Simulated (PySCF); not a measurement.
**C2H3BCl2S: NMR shifts at several levels of theory**

Aim: compute the NMR shifts of C2H3BCl2S (`ClB(Cl)[C@@H]1CS1`) at several levels, and see how far they spread and what each costs.

Programs: PySCF 2.14.0, with density-fitted response routines of our own. Each step states its level of theory. These are calculated values for one molecule in the gas phase, unless marked as measured. Atoms are numbered from 0 throughout.

### 1 The starting structure

9 atoms, charge 0, multiplicity 1; geometry from: GFN2-xTB.

Bonds of the start (Å): Cl0–B1 1.72, B1–Cl2 1.72, B1–C3 1.57, C3–C4 1.49, C4–S5 1.79, S5–C3 1.84, C3–H6 1.09, C4–H7 1.08, C4–H8 1.08.

### 2 Geometry optimisation at PBE0-D3(BJ)/def2-SVP

Job settings and geometry (Å):

```
{"job": {"xc": "PBE0", "basis": "def2-SVP", "d3": "d3bj", "grid": 1, "kind": "geom"}, "charge": 0, "multiplicity": 1}
Cl     2.396279     1.629751    -0.382761
B      1.337428     0.281347    -0.272562
Cl     1.950508    -1.298557    -0.545278
C     -0.175932     0.514871     0.055416
C     -1.103565    -0.601751     0.401959
S     -1.312615    -0.029145    -1.279917
H     -0.462334     1.493455     0.431687
H     -0.688837    -1.596488     0.497345
H     -1.927370    -0.387488     1.068931
```

Standard output:

```text
step   0  E = -1420.48784457  max force = 0.021633
step   1  E = -1420.48976077  max force = 0.006829
step   2  E = -1420.48994811  max force = 0.002392
step   3  E = -1420.49000560  max force = 0.002548
step   4  E = -1420.49005350  max force = 0.002794
step   5  E = -1420.49012294  max force = 0.001768
step   6  E = -1420.49013263  max force = 0.001543
step   7  E = -1420.49017236  max force = 0.001414
step   8  E = -1420.49018744  max force = 0.000984
step   9  E = -1420.49018886  max force = 0.000363
optimisation converged
```

Run time: 47 s. Hardware: 1 thread, shared host.

The steps of the relaxation:

```tsv
step	energy from step 0 (eV)	largest force component (eV/Å)
0	0.0000	1.1124
1	-0.0521	0.3512
2	-0.0572	0.1230
3	-0.0588	0.1310
4	-0.0601	0.1437
5	-0.0620	0.0909
6	-0.0623	0.0793
7	-0.0633	0.0727
8	-0.0638	0.0506
9	-0.0638	0.0187
```

Distances of close pairs at the start and the end, largest changes first:

```tsv
bond	before (Å)	after (Å)	change (Å)
B1–Cl2	1.716	1.755	+0.038
Cl0–B1	1.718	1.752	+0.034
C4–S5	1.789	1.806	+0.017
B1–C3	1.566	1.551	-0.015
C3–C4	1.492	1.479	-0.013
C4–H7	1.082	1.095	+0.013
C4–H8	1.081	1.094	+0.013
C3–H6	1.087	1.095	+0.008
```

The next job starts from the end point, and lists it.

```tsv
at the end point	value
point group (found at 0.08 Å tolerance)	C1
rotational constants (GHz, main isotopes)	2.503, 1.378, 1.024
dipole moment (D)	2.12
```

### 3 Shielding tensors: PBE0/cc-pVDZ

Job settings and geometry (Å):

```
{"job": {"kind": "nmr", "xc": "PBE0", "basis": "cc-pVDZ", "pop": true}, "charge": 0, "multiplicity": 1}
Cl     2.416316     1.246765    -0.217847
B      1.391691    -0.123897     0.159241
Cl     2.059560    -1.741586     0.034347
C     -0.073587     0.119505     0.605811
C     -1.014351    -1.011286     0.759598
S     -1.057966    -0.292799    -0.896789
H     -0.341895     1.079931     1.058534
H     -0.601236    -2.023358     0.820894
H     -1.913571    -0.835747     1.357945
```

With the program's defaults for keys left out, this is: GIAO PBE0/cc-pVDZ NMR shielding, non-relativistic, gas phase.

Standard output:

```text
coarse grid: 9992 points
cycle   1  E = -1420.9372722979  dE =  8.372e-01  |g| = 2.677e-01  |ddm| = 5.575e+00
cycle   2  E = -1420.9315326661  dE =  5.740e-03  |g| = 3.184e-01  |ddm| = 1.286e+00
cycle   3  E = -1420.9591968209  dE = -2.766e-02  |g| = 6.419e-02  |ddm| = 6.862e-01
cycle   4  E = -1420.9602440691  dE = -1.047e-03  |g| = 2.192e-02  |ddm| = 1.373e-01
cycle   5  E = -1420.9603586634  dE = -1.146e-04  |g| = 7.516e-03  |ddm| = 4.221e-02
cycle   6  E = -1420.9603749982  dE = -1.633e-05  |g| = 1.512e-03  |ddm| = 1.548e-02
cycle   7  E = -1420.9603755681  dE = -5.699e-07  |g| = 4.724e-04  |ddm| = 3.102e-03
final grid: 84984 points
cycle   8  E = -1420.9853821192  dE = -9.134e-06  |g| = 7.750e-03  |ddm| = 4.926e-02
cycle   9  E = -1420.9853521034  dE =  3.002e-05  |g| = 1.280e-02  |ddm| = 3.332e-02
cycle  10  E = -1420.9853985618  dE = -4.646e-05  |g| = 7.461e-04  |ddm| = 2.092e-02
cycle  11  E = -1420.9853987285  dE = -1.667e-07  |g| = 1.737e-04  |ddm| = 1.659e-03
cycle  12  E = -1420.9853987364  dE = -7.892e-09  |g| = 5.243e-05  |ddm| = 3.997e-04
cycle  13  E = -1420.9853987372  dE = -7.540e-10  |g| = 1.558e-05  |ddm| = 1.040e-04
converged SCF energy = -1420.9853987372

GIAO shielding tensors (ppm)
atom      isotropic    diamagn.    paramagn.     s11        s22        s33       span
  0 Cl     748.559    1147.673    -399.114    510.766    817.260    917.651    406.885
  1 B       61.455     196.422    -134.967     31.580     56.610     96.176     64.596
  2 Cl     809.515    1147.823    -338.308    571.665    890.980    965.900    394.235
  3 C      167.178     246.983     -79.805    129.324    181.058    191.152     61.828
  4 C      167.288     251.717     -84.429    143.318    171.495    187.050     43.732
  5 S      720.087    1056.701    -336.614    244.992    821.223   1094.047    849.055
  6 H       28.843      30.317      -1.474     22.922     26.008     37.599     14.678
  7 H       28.579      30.456      -1.877     21.553     27.554     36.630     15.078
  8 H       28.672      29.227      -0.554     22.678     24.470     38.869     16.191
```

Wall time 9.7 s (1 thread, shared host).

The references, computed at this level on geometries of the same kind, shield at (ppm): ¹H TMS 31.29, ¹³C TMS 196.8, ¹¹B BF3·OEt2 113.8, ³³S CS2 549, ³⁵Cl HCl 961. Their shielding less the atom's gives the shift. The references are single molecules in the gas phase. Atoms listed in one row are averaged.

```tsv
atoms	environment	σ (ppm)	δ (ppm)
C3	thiirane ring carbon	167.2	29.6
C4	thiirane ring carbon	167.3	29.5
H7	hydrogen on a thiirane ring carbon	28.58	2.71
H8	hydrogen on a thiirane ring carbon	28.67	2.62
H6	hydrogen on a thiirane ring carbon	28.84	2.45
Cl0, Cl2	chlorine bonded to B	779	181
B1	boron bonded to C, 2 Cl	61.5	52.4
S5	sulfide sulfur	720	-171
```

The run also stored atomic charges by several schemes (e):

```tsv
atoms	Mulliken	IAO	Hirshfeld	ESP fit
Cl0, Cl2	-0.08	-0.06	-0.06	-0.08
B1	0.16	0.14	0.14	0.11
C3	-0.15	-0.29	-0.10	-0.02
C4	-0.05	-0.31	-0.06	-0.18
S5	-0.05	0.06	-0.01	-0.10
```

Mayer bond orders: Cl0–B1 1.30, B1–Cl2 1.29, B1–C3 1.05, C3–C4 1.05, C4–S5 0.99, S5–C3 0.92.

### 4 NMR shieldings: PBE0/cc-pVTZ

Same as in step 3 but for these lines:

```diff
@@ -1,2 +1,2 @@
-{"job": {"kind": "nmr", "xc": "PBE0", "basis": "cc-pVDZ", "pop": true}, "charge": 0, "multiplicity": 1}
+{"job": {"kind": "nmr", "xc": "PBE0", "basis": "cc-pVTZ", "pop": true}, "charge": 0, "multiplicity": 1}
 Cl     2.416316     1.246765    -0.217847
```

With the program's defaults for keys left out, this is: GIAO PBE0/cc-pVTZ NMR shielding, non-relativistic, gas phase.

Standard output:

```text
coarse grid: 9992 points
cycle   1  E = -1421.0175417576  dE =  8.012e-01  |g| = 2.594e-01  |ddm| = 5.740e+00
cycle   2  E = -1421.0167452742  dE =  7.965e-04  |g| = 2.866e-01  |ddm| = 1.011e+00
cycle   3  E = -1421.0367890942  dE = -2.004e-02  |g| = 6.577e-02  |ddm| = 4.790e-01
cycle   4  E = -1421.0377285975  dE = -9.395e-04  |g| = 3.104e-02  |ddm| = 1.303e-01
cycle   5  E = -1421.0379644949  dE = -2.359e-04  |g| = 7.997e-03  |ddm| = 4.751e-02
cycle   6  E = -1421.0379814871  dE = -1.699e-05  |g| = 2.042e-03  |ddm| = 1.308e-02
cycle   7  E = -1421.0379824043  dE = -9.172e-07  |g| = 8.039e-04  |ddm| = 3.718e-03
final grid: 84984 points
cycle   8  E = -1421.0571971987  dE = -3.765e-05  |g| = 8.001e-03  |ddm| = 7.437e-02
cycle   9  E = -1421.0571690965  dE =  2.810e-05  |g| = 1.271e-02  |ddm| = 2.864e-02
cycle  10  E = -1421.0572121216  dE = -4.303e-05  |g| = 1.275e-03  |ddm| = 1.840e-02
cycle  11  E = -1421.0572125769  dE = -4.554e-07  |g| = 2.411e-04  |ddm| = 1.855e-03
cycle  12  E = -1421.0572125895  dE = -1.262e-08  |g| = 9.760e-05  |ddm| = 4.856e-04
cycle  13  E = -1421.0572125921  dE = -2.544e-09  |g| = 2.813e-05  |ddm| = 1.661e-04
cycle  14  E = -1421.0572125923  dE = -2.124e-10  |g| = 5.597e-06  |ddm| = 4.251e-05
converged SCF energy = -1421.0572125923

GIAO shielding tensors (ppm)
atom      isotropic    diamagn.    paramagn.     s11        s22        s33       span
  0 Cl     714.262    1146.548    -432.286    463.484    804.458    874.843    411.359
  1 B       50.141     193.727    -143.586     18.548     46.219     85.655     67.108
  2 Cl     781.834    1146.637    -364.803    526.546    883.682    935.276    408.730
  3 C      157.886     245.367     -87.481    118.287    170.942    184.429     66.143
  4 C      157.514     247.159     -89.646    133.279    162.027    177.234     43.955
  5 S      690.838    1055.739    -364.902    203.376    786.663   1082.474    879.098
  6 H       28.604      29.411      -0.807     22.805     25.654     37.354     14.549
  7 H       28.461      29.583      -1.122     21.553     27.161     36.668     15.115
  8 H       28.584      28.922      -0.338     22.498     24.391     38.863     16.365
```

Run time: 28 s. Hardware: 1 thread, shared host.

This run: δ C4 29.8, C3 29.4, Cl0 204, B1 52.6, H7 2.83, H8 2.71 ppm (means over like atoms).

### 5 NMR shieldings: PBE0/aug-cc-pVDZ

Same as in step 4 but for these lines:

```diff
@@ -1,2 +1,2 @@
-{"job": {"kind": "nmr", "xc": "PBE0", "basis": "cc-pVTZ", "pop": true}, "charge": 0, "multiplicity": 1}
+{"job": {"kind": "nmr", "xc": "PBE0", "basis": "aug-cc-pVDZ", "pop": true}, "charge": 0, "multiplicity": 1}
 Cl     2.416316     1.246765    -0.217847
```

Level: GIAO PBE0/aug-cc-pVDZ NMR shielding, non-relativistic, gas phase.

Standard output:

```text
coarse grid: 9992 points
cycle   1  E = -1420.9506453643  dE =  8.358e-01  |g| = 2.531e-01  |ddm| = 6.771e+00
cycle   2  E = -1420.9472810448  dE =  3.364e-03  |g| = 2.931e-01  |ddm| = 1.284e+00
cycle   3  E = -1420.9703741964  dE = -2.309e-02  |g| = 6.330e-02  |ddm| = 6.361e-01
cycle   4  E = -1420.9713879994  dE = -1.014e-03  |g| = 2.359e-02  |ddm| = 1.363e-01
cycle   5  E = -1420.9715249994  dE = -1.370e-04  |g| = 7.600e-03  |ddm| = 5.239e-02
cycle   6  E = -1420.9715417164  dE = -1.672e-05  |g| = 1.666e-03  |ddm| = 1.580e-02
cycle   7  E = -1420.9715424112  dE = -6.948e-07  |g| = 5.511e-04  |ddm| = 3.879e-03
final grid: 84984 points
cycle   8  E = -1420.9965832404  dE = -1.258e-05  |g| = 7.671e-03  |ddm| = 1.052e-01
cycle   9  E = -1420.9965526126  dE =  3.063e-05  |g| = 1.281e-02  |ddm| = 3.866e-02
cycle  10  E = -1420.9965990833  dE = -4.647e-05  |g| = 8.752e-04  |ddm| = 2.272e-02
cycle  11  E = -1420.9965993192  dE = -2.359e-07  |g| = 1.901e-04  |ddm| = 1.928e-03
cycle  12  E = -1420.9965993286  dE = -9.376e-09  |g| = 6.150e-05  |ddm| = 4.721e-04
cycle  13  E = -1420.9965993296  dE = -1.006e-09  |g| = 2.248e-05  |ddm| = 1.455e-04
cycle  14  E = -1420.9965993298  dE = -1.514e-10  |g| = 4.323e-06  |ddm| = 4.454e-05
converged SCF energy = -1420.9965993298

GIAO shielding tensors (ppm)
atom      isotropic    diamagn.    paramagn.     s11        s22        s33       span
  0 Cl     735.808    1144.780    -408.972    497.372    820.309    889.742    392.370
  1 B       58.958     200.513    -141.554     27.770     55.544     93.562     65.792
  2 Cl     797.939    1145.293    -347.354    556.970    891.191    945.656    388.686
  3 C      166.771     195.484     -28.713    128.864    180.238    191.211     62.347
  4 C      165.856     214.106     -48.250    141.990    170.159    185.419     43.429
  5 S      714.688    1045.445    -330.758    250.266    810.733   1083.064    832.797
  6 H       28.630      31.945      -3.315     22.946     25.706     37.238     14.293
  7 H       28.519      33.152      -4.633     21.773     27.208     36.577     14.804
  8 H       28.647      33.218      -4.572     22.679     24.514     38.747     16.068
```

Wall time 18 s (1 thread, shared host).

Key values: δ C4 29.3, C3 28.3, Cl0 201, B1 51.2, H7 2.88, H6 2.76 ppm (means over like atoms).

### 6 Nuclear shieldings: PBE0/IGLO-III

Same as in step 5 but for these lines:

```diff
@@ -1,2 +1,2 @@
-{"job": {"kind": "nmr", "xc": "PBE0", "basis": "aug-cc-pVDZ", "pop": true}, "charge": 0, "multiplicity": 1}
+{"job": {"kind": "nmr", "xc": "PBE0", "basis": "IGLO-III", "pop": true}, "charge": 0, "multiplicity": 1}
 Cl     2.416316     1.246765    -0.217847
```

Method: GIAO PBE0/IGLO-III NMR shielding, non-relativistic, gas phase.

Standard output:

```text
coarse grid: 9992 points
cycle   1  E = -1420.9939018764  dE =  6.660e-01  |g| = 3.436e-01  |ddm| = 2.811e+00
cycle   2  E = -1420.9952254219  dE = -1.324e-03  |g| = 2.652e-01  |ddm| = 7.162e-01
cycle   3  E = -1421.0097350641  dE = -1.451e-02  |g| = 1.252e-01  |ddm| = 3.377e-01
cycle   4  E = -1421.0131531337  dE = -3.418e-03  |g| = 3.722e-02  |ddm| = 1.079e-01
cycle   5  E = -1421.0134693494  dE = -3.162e-04  |g| = 8.361e-03  |ddm| = 3.405e-02
cycle   6  E = -1421.0134852384  dE = -1.589e-05  |g| = 3.455e-03  |ddm| = 1.084e-02
cycle   7  E = -1421.0134879062  dE = -2.668e-06  |g| = 8.161e-04  |ddm| = 4.646e-03
final grid: 84984 points
cycle   8  E = -1421.0326457685  dE = -8.074e-05  |g| = 8.656e-03  |ddm| = 4.812e-02
cycle   9  E = -1421.0326200448  dE =  2.572e-05  |g| = 1.262e-02  |ddm| = 1.615e-02
cycle  10  E = -1421.0326591851  dE = -3.914e-05  |g| = 1.899e-03  |ddm| = 1.174e-02
cycle  11  E = -1421.0326600964  dE = -9.113e-07  |g| = 2.951e-04  |ddm| = 1.941e-03
cycle  12  E = -1421.0326601120  dE = -1.560e-08  |g| = 1.299e-04  |ddm| = 3.687e-04
cycle  13  E = -1421.0326601162  dE = -4.161e-09  |g| = 3.881e-05  |ddm| = 1.546e-04
cycle  14  E = -1421.0326601165  dE = -3.488e-10  |g| = 6.175e-06  |ddm| = 4.302e-05
converged SCF energy = -1421.0326601165

GIAO shielding tensors (ppm)
atom      isotropic    diamagn.    paramagn.     s11        s22        s33       span
  0 Cl     697.952    1147.157    -449.205    435.155    800.338    858.362    423.207
  1 B       44.780     192.227    -147.447     11.710     41.517     81.111     69.401
  2 Cl     768.439    1147.556    -379.117    503.424    882.671    919.223    415.798
  3 C      154.323     251.596     -97.273    112.846    167.571    182.553     69.707
  4 C      153.687     253.526     -99.838    128.059    158.334    174.669     46.610
  5 S      670.960    1058.125    -387.164    149.252    770.049   1093.581    944.329
  6 H       28.603      31.677      -3.074     22.796     25.618     37.397     14.601
  7 H       28.484      30.988      -2.505     21.620     27.140     36.690     15.070
  8 H       28.625      30.104      -1.479     22.571     24.469     38.834     16.263
```

It took 30 s on 1 thread, shared host.

Key values: δ C4 30.1, C3 29.5, Cl0 212, B1 55.2, H7 2.89, H6 2.77 ppm (means over like atoms).

### 7 NMR shieldings: PBE0/pcSseg-0

Same as in step 6 but for these lines:

```diff
@@ -1,2 +1,2 @@
-{"job": {"kind": "nmr", "xc": "PBE0", "basis": "IGLO-III", "pop": true}, "charge": 0, "multiplicity": 1}
+{"job": {"kind": "nmr", "xc": "PBE0", "basis": "pcSseg-0", "pop": true}, "charge": 0, "multiplicity": 1}
 Cl     2.416316     1.246765    -0.217847
```

With the program's defaults for keys left out, this is: GIAO PBE0/pcSseg-0 NMR shielding, non-relativistic, gas phase.

Standard output:

```text
coarse grid: 9992 points
cycle   1  E = -1419.0485749402  dE =  7.097e-01  |g| = 3.210e-01  |ddm| = 3.556e+00
cycle   2  E = -1419.0225913360  dE =  2.598e-02  |g| = 4.637e-01  |ddm| = 1.838e+00
cycle   3  E = -1419.0865700650  dE = -6.398e-02  |g| = 4.554e-02  |ddm| = 8.449e-01
cycle   4  E = -1419.0869249758  dE = -3.549e-04  |g| = 2.686e-02  |ddm| = 9.104e-02
cycle   5  E = -1419.0871297467  dE = -2.048e-04  |g| = 2.506e-03  |ddm| = 4.896e-02
cycle   6  E = -1419.0871313898  dE = -1.643e-06  |g| = 1.690e-03  |ddm| = 1.025e-02
final grid: 84984 points
cycle   7  E = -1419.2054288234  dE = -9.929e-06  |g| = 6.597e-03  |ddm| = 2.887e-02
cycle   8  E = -1419.2054114484  dE =  1.737e-05  |g| = 1.007e-02  |ddm| = 2.365e-02
cycle   9  E = -1419.2054406761  dE = -2.923e-05  |g| = 5.416e-04  |ddm| = 1.642e-02
cycle  10  E = -1419.2054407575  dE = -8.138e-08  |g| = 1.774e-04  |ddm| = 1.128e-03
cycle  11  E = -1419.2054407659  dE = -8.394e-09  |g| = 2.860e-05  |ddm| = 2.778e-04
cycle  12  E = -1419.2054407661  dE = -2.551e-10  |g| = 6.828e-06  |ddm| = 6.069e-05
converged SCF energy = -1419.2054407661

GIAO shielding tensors (ppm)
atom      isotropic    diamagn.    paramagn.     s11        s22        s33       span
  0 Cl     713.176    1143.782    -430.606    438.527    750.662    950.339    511.811
  1 B       41.785     184.627    -142.842     10.169     32.384     82.801     72.631
  2 Cl     782.129    1143.716    -361.587    511.390    842.262    992.734    481.344
  3 C      166.122     262.707     -96.585    122.727    183.069    192.571     69.844
  4 C      163.194     258.133     -94.939    133.532    168.782    187.268     53.736
  5 S      693.203    1052.158    -358.955    162.356    806.854   1110.398    948.042
  6 H       30.578      31.983      -1.405     24.600     27.912     39.222     14.622
  7 H       30.066      30.608      -0.542     23.301     29.053     37.845     14.544
  8 H       30.058      31.203      -1.145     24.638     25.319     40.217     15.579
```

Run time: 5.4 s. Hardware: 1 thread, shared host.

This run: δ C4 30.3, C3 27.4, Cl0 205, B1 63.1, H8 2.77, H7 2.77 ppm (means over like atoms).

### 8 Comparing the runs: NMR shifts

Shifts (ppm) of some atoms, chosen among heavy atoms and hydrogens apart, means over like atoms, with basis size and wall time:

```tsv
run	C3	C4	H7	H6	Cl0	B1	S5	functions	time
PBE0/cc-pVDZ	29.6	29.5	2.71	2.45	181	52.4	-171	111	9.7 s
PBE0/cc-pVTZ	29.4	29.8	2.83	2.69	204	52.6	-166	234	28 s
PBE0/aug-cc-pVDZ	28.3	29.3	2.88	2.76	201	51.2	-157	177	18 s
PBE0/IGLO-III	29.5	30.1	2.89	2.77	212	55.2	-152	267	30 s
PBE0/pcSseg-0	27.4	30.3	2.77	2.25	205	63.1	-178	72	5.4 s
```

### 9 What came out

| quantity | value |
| --- | --- |
| point group | C1 |
| rotational constants (main isotopes) | 2.50, 1.38, 1.02 GHz |
| ¹³C shifts against TMS (PBE0/cc-pVDZ) | 29.6, 29.5 ppm |
| ¹H shifts against TMS (PBE0/cc-pVDZ) | 2.71, 2.62, 2.45 ppm |
| ³⁵Cl shifts against HCl (PBE0/cc-pVDZ, means over atoms taken as alike) | 181 ppm |
| ¹¹B shifts against BF3·OEt2 (PBE0/cc-pVDZ) | 52.4 ppm |
| ³³S shifts against CS2 (PBE0/cc-pVDZ) | -171 ppm |
| range of the shift of Cl0 | 181 to 212 ppm |

In words: Single values in the summary come from the first run of each kind that ended normally (PBE0/cc-pVDZ), which need not be the best level. Relaxing lowered the energy by 0.064 eV in 9 steps; the close pair that moved most is B1–Cl2, from 1.716 to 1.755 Å. No frequency check was run at this level, so the end point may be a saddle. At PBE0/cc-pVDZ: The largest span, 849 ppm, is at S5, where the paramagnetic term is -337 ppm. Across the 5 runs the shift of Cl0 (with its like atoms) moves most, between 181 (PBE0/cc-pVDZ) and 212 ppm (PBE0/IGLO-III).
